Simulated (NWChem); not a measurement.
**GeSiH4Cl2 (SMILES Cl[SiH](Cl)[GeH3]): levels of theory compared**

We compute a comparison of 4 runs (HF/STO-3G, HF/3-21G, B3LYP/6-31G*) of GeSiH4Cl2. 

Program for the calculation: NWChem 7.3.0.

### Step 1. Starting point

GeSiH4Cl2 has 8 atoms, charge 0, and is taken as a singlet. As SMILES, `Cl[SiH](Cl)[GeH3]`. Geometry: relaxed at PBE0-D4/def2-TZVP.

Bond lengths: Cl1–Si2 2.052 Å, Si2–Cl3 2.052 Å, Si2–Ge4 2.375 Å, Si2–H5 1.480 Å, Ge4–H6 1.536 Å, Ge4–H7 1.534 Å, Ge4–H8 1.536 Å. Some angles: Cl1–Si2–Cl3 109.1°, Cl1–Si2–Ge4 109.3°, Cl3–Si2–Ge4 109.3°, Cl1–Si2–H5 107.2°, Cl3–Si2–H5 107.2°, Ge4–Si2–H5 114.7°, Si2–Ge4–H6 109.6°, Si2–Ge4–H7 108.8°, Si2–Ge4–H8 109.6°, H6–Ge4–H7 109.7°.

### Step 2. Energy and forces at HF/STO-3G (run 1)

cl2geh4si.xyz reads:

```xyz
8
Cl2GeH4Si hf
Cl     1.525200    -1.984400     0.818400
Si     1.095000    -0.039700     0.326100
Cl     2.242600     0.517000    -1.281100
Ge    -1.201900     0.135100    -0.252900
H      1.509200     0.802400     1.471000
H     -1.526800     1.586500    -0.635400
H     -1.482200    -0.788800    -1.444900
H     -2.068800    -0.285200     0.943000
```

cl2geh4si.nw reads:

```
start cl2geh4si
title "Cl2GeH4Si hf"
memory total 2200 mb
geometry noautosym nocenter noautoz
  load format xyz cl2geh4si.xyz
end
basis spherical bse
  Cl library STO-3G
  Si library STO-3G
  Ge library STO-3G
  H library STO-3G
end
scf
  singlet
  rhf
  thresh 1e-08
  maxiter 80
  print medium
end
task scf gradient
```

Run with:

```
nwchem cl2geh4si.nw > cl2geh4si.out
```

The program printed:

```text
[...]
  functions       =    49
[...]
  wavefunction    = RHF
[...]
         Total SCF energy =  -3248.986709794212
      One-electron energy =  -5534.402787204092
      Two-electron energy =   1787.652810486174
 Nuclear repulsion energy =    497.763266923705
        Time for solution =      5.8s
[...]
                         RHF ENERGY GRADIENTS
    atom               coordinates                        gradient
                 x          y          z           x          y          z
   1 Cl      2.882210  -3.749972   1.546552   -0.007386   0.019000  -0.005395
   2 Si      2.069250  -0.075022   0.616240    0.028816  -0.031059  -0.027030
   3 Cl      4.237900   0.976988  -2.420928   -0.014248  -0.004939   0.014653
   4 Ge     -2.271262   0.255302  -0.477912    0.028587  -0.002308   0.007115
   5 H       2.851974   1.516316   2.779787    0.005657   0.016422   0.021499
   6 H      -2.885234   2.998050  -1.200732   -0.009765   0.038018  -0.010482
   7 H      -2.800952  -1.490616  -2.730465   -0.007669  -0.024108  -0.031235
   8 H      -3.909465  -0.538950   1.782012   -0.023993  -0.011026   0.030875
[...]
```

It took 9.6 s on 1 thread of AMD EPYC 7R43 (Zen 3), shared host; peak memory 0.1 GiB.

### Step 3. Energy and gradient at HF/3-21G (run 2)

run.py reads:

```python
from ase import Atoms
from ase.calculators.nwchem import NWChem

system = Atoms('ClSiClGeHHHH', positions=[
    [1.525200, -1.984400, 0.818400],
    [1.095000, -0.039700, 0.326100],
    [2.242600, 0.517000, -1.281100],
    [-1.201900, 0.135100, -0.252900],
    [1.509200, 0.802400, 1.471000],
    [-1.526800, 1.586500, -0.635400],
    [-1.482200, -0.788800, -1.444900],
    [-2.068800, -0.285200, 0.943000],
])

calc = NWChem(
    label='nw',
    theory='scf',
    memory='2200 mb',
    basis='3-21G',
    basispar='spherical bse',
    scf={'nopen': '0', 'rhf': None, 'thresh': '1e-08', 'maxiter': '80'},
)
system.calc = calc

forces = system.get_forces()
e = system.get_potential_energy()
print(f"E = {e:.6f} eV")
print("forces (eV/A):")
for s, f in zip(system.symbols, forces):
    print(f"{s:2s} {f[0]:10.5f} {f[1]:10.5f} {f[2]:10.5f}")
print("dipole (e A):", system.get_dipole_moment().round(4))
```

Run with:

```
export ASE_NWCHEM_COMMAND="nwchem PREFIX.nwi > PREFIX.nwo"
python run.py
```

The program printed:

```text
E = -88973.265397 eV
forces (eV/A):
Cl    0.50054   -2.29404    0.62416
Si   -1.45236    1.66715    1.48641
Cl    1.35857    0.69862   -1.88590
Ge   -0.71472    0.03348   -0.20646
H    -0.02144   -0.09652   -0.12264
H     0.11220   -0.01908    0.03970
H     0.09791    0.00797    0.04350
H     0.11925    0.00242    0.02119
dipole (e A): [-0.5866  0.3565  0.2249]
```

The calculator wrote nw.nwi:

```
title "nw"

permanent_dir nw

scratch_dir nw

start nw

geometry units angstrom nocenter noautosym noautoz
  Cl 1.5251999999999999e+00 -1.9843999999999999e+00 8.1840000000000002e-01
  Si 1.0950000000000000e+00 -3.9699999999999999e-02 3.2610000000000000e-01
  Cl 2.2425999999999999e+00 5.1700000000000002e-01 -1.2810999999999999e+00
  Ge -1.2019000000000000e+00 1.3510000000000000e-01 -2.5290000000000001e-01
  H  1.5092000000000001e+00 8.0240000000000000e-01 1.4710000000000001e+00
  H  -1.5267999999999999e+00 1.5865000000000000e+00 -6.3539999999999996e-01
  H  -1.4822000000000000e+00 -7.8879999999999995e-01 -1.4449000000000001e+00
  H  -2.0688000000000000e+00 -2.8520000000000001e-01 9.4299999999999995e-01
end

memory 2200 mb

basis spherical bse noprint
   * library 3-21G
end

scf
  nopen 0
  rhf
  thresh 1e-08
  maxiter 80
end

task scf gradient
```

nw.nwo:

```text
Northwest Computational Chemistry Package (NWChem) 7.3.0
             --------------------------------------------------------

           Job information
           ---------------

    nwchem branch   = 7.3.0
    use scalapack   = T
    input           = nw.nwi
    prefix          = nw.
    data base       = nw/nw.db
    status          = startup
    nproc           =        1

           Memory information
           ------------------

    heap     =     72089594 doubles =      550.0 Mbytes
    stack    =     72089599 doubles =      550.0 Mbytes
    global   =    144179200 doubles =     1100.0 Mbytes (distinct from heap & stack)
    total    =    288358393 doubles =     2200.0 Mbytes
    verify   = yes
    hardfail = no

[... 138 lines left out ...]
 Convergence threshold     :          1.000E-08
[... 12 lines left out ...]
       Final RHF  results
[... 3 lines left out ...]
      One-electron energy =  -5543.379347970408
[... 1 line left out ...]
 Nuclear repulsion energy =    497.763266923704
[... 60 lines left out ...]
                       ROHF Final Molecular Orbital Analysis
[... 263 lines left out ...]
                         RHF ENERGY GRADIENTS

    atom               coordinates                        gradient
                 x          y          z           x          y          z
   1 Cl      2.882210  -3.749972   1.546552   -0.009734   0.044612  -0.012138
   2 Si      2.069250  -0.075022   0.616240    0.028244  -0.032421  -0.028906
   3 Cl      4.237900   0.976988  -2.420928   -0.026420  -0.013586   0.036675
[... 4 lines of this table left out ...]
   8 H      -3.909465  -0.538950   1.782012   -0.002319  -0.000047  -0.000412

                 ----------------------------------------
                 |  Time  |  1-e(secs)   |  2-e(secs)   |
                 ----------------------------------------
                 |  CPU   |       0.01   |       2.78   |
                 ----------------------------------------
                 |  WALL  |       0.01   |       2.78   |
                 ----------------------------------------

 Task  times  cpu:        9.8s     wall:        9.8s
 Total times  cpu:        9.8s     wall:        9.8s
```

Wall time 12 s (1 thread of AMD EPYC 7R43 (Zen 3), shared host); peak memory 0.096 GiB.

Run 3 isn't shown in full; the table further down has it.

### Step 4. Energy and gradient at B3LYP/6-31G(d) (Cartesian functions) (run 4)

cl2geh4si.nw reads:

```
start cl2geh4si
memory total 2200 mb

geometry units angstrom noautosym nocenter noautoz
   Cl     1.525200    -1.984400     0.818400
   Si     1.095000    -0.039700     0.326100
   Cl     2.242600     0.517000    -1.281100
   Ge    -1.201900     0.135100    -0.252900
   H      1.509200     0.802400     1.471000
   H     -1.526800     1.586500    -0.635400
   H     -1.482200    -0.788800    -1.444900
   H     -2.068800    -0.285200     0.943000
end

basis
   * library 6-31G*
end

dft
   xc b3lyp
   grid fine
   convergence energy 1e-08
   iterations 100
   mulliken
   print medium
end

task dft gradient
```

Run with:

```
nwchem cl2geh4si.nw > cl2geh4si.out
```

The program printed:

```text
[...]
          Wavefunction type:  closed shell.
          No. of atoms     :     8
          No. of electrons :    84
[...]
          Charge           :     0
          Spin multiplicity:     1
[...]
          AO basis - number of functions:   100
[...]
              XC Information
              --------------
                         B3LYP Method XC Potential
                     Hartree-Fock (Exact) Exchange  0.200
                        Slater Exchange Functional  0.800 local
                    Becke 1988 Exchange Functional  0.720 non-local
              Lee-Yang-Parr Correlation Functional  0.810
                  VWN I RPA Correlation Functional  0.190 local
[...]
 d= 0,ls=0.0,diis     1  -3289.0859780819 -3.79D+03  1.42D-02  1.46D+00     6.2
[...]
 d= 0,ls=0.0,diis     8  -3289.1541158825 -1.49D-09  3.67D-06  3.15D-07    37.3
         Total DFT energy =    -3289.154115882493
      One electron energy =    -5561.095560958298
           Coulomb energy =     1932.214897380167
    Exchange-Corr. energy =     -158.036719228066
 Nuclear repulsion energy =      497.763266923705
[...]
      Total Density - Mulliken Population Analysis
     ---------------------------------------------
    Atom       Charge   Shell Charges
 -----------   ------   -------------------------------------------------------
    1 Cl  17    17.22   2.00  1.99  5.97  1.46  3.65  0.56  1.62 -0.03
    2 Si  14    13.50   2.00  1.99  5.96  1.10  1.81  0.17  0.26  0.20
    3 Cl  17    17.22   2.00  1.99  5.97  1.46  3.65  0.56  1.62 -0.03
    4 Ge  32    32.17   2.00  1.99  6.00  1.93  5.99  1.34  2.33  0.12  0.32  6.91  2.96  0.28
    5 H    1     1.04   0.51  0.53
    6 H    1     0.95   0.49  0.47
    7 H    1     0.94   0.48  0.46
    8 H    1     0.95   0.49  0.47
[...]
  wavefunction    = closed shell
                         DFT ENERGY GRADIENTS
    atom               coordinates                        gradient
                 x          y          z           x          y          z
   1 Cl      2.882210  -3.749972   1.546552   -0.002481   0.010123  -0.003405
   2 Si      2.069250  -0.075022   0.616240    0.004833  -0.005591  -0.004938
   3 Cl      4.237900   0.976988  -2.420928   -0.006411  -0.003591   0.008080
   4 Ge     -2.271262   0.255302  -0.477912    0.001109  -0.000362  -0.000038
   5 H       2.851974   1.516316   2.779787   -0.000341  -0.000261  -0.000427
   6 H      -2.885234   2.998050  -1.200732    0.000828  -0.002312   0.000668
   7 H      -2.800952  -1.490616  -2.730465    0.000793   0.001357   0.001878
   8 H      -3.909465  -0.538950   1.782012    0.001670   0.000637  -0.001818
[...]
```

Wall time 62 s (1 thread of AMD EPYC 7R43 (Zen 3), shared host); peak memory 0.12 GiB.

### Step 5. All runs side by side

```csv
run,level,iteration cap,module,energy (Eh),dipole moment (D),HOMO energy (eV),LUMO energy (eV),wall time
1,HF/STO-3G,80,scf,-3248.986710,3.56,-9.33,7.62,9.6 s
2,HF/3-21G,80,scf,-3269.707222,3.47,-11.22,2.60,12 s
3,B3LYP/6-31G* (spherical functions),100,dft,-3289.140846,–,–,–,59 s
4,B3LYP/6-31G* (Cartesian functions),100,dft,-3289.154116,1.88,-8.00,-0.46,62 s
```

### Step 6. Results

| quantity | value |
| --- | --- |
| run 4: total energy | -3289.15412 Eh |
| run 4: dipole moment | 1.88 D |
| run 4: HOMO energy | -8.00 eV |
| run 4: LUMO energy | -0.46 eV |
| run 4: HOMO–LUMO gap | 7.54 eV |
| run 4: largest force on an atom | 0.564 eV/Å |

Over runs 1, 2, 4 the dipole moment (its size) runs from 1.88 D (B3LYP/6-31G*) to 3.56 D (HF/STO-3G). The two ends differ in method and basis. Over runs 1, 2, 4 the HOMO–LUMO gap runs from 7.54 eV (B3LYP/6-31G*) to 16.94 eV (HF/STO-3G). In run 1 the basis is minimal, so the values are rough. All runs together took 2.4 min, the longest 62 s.
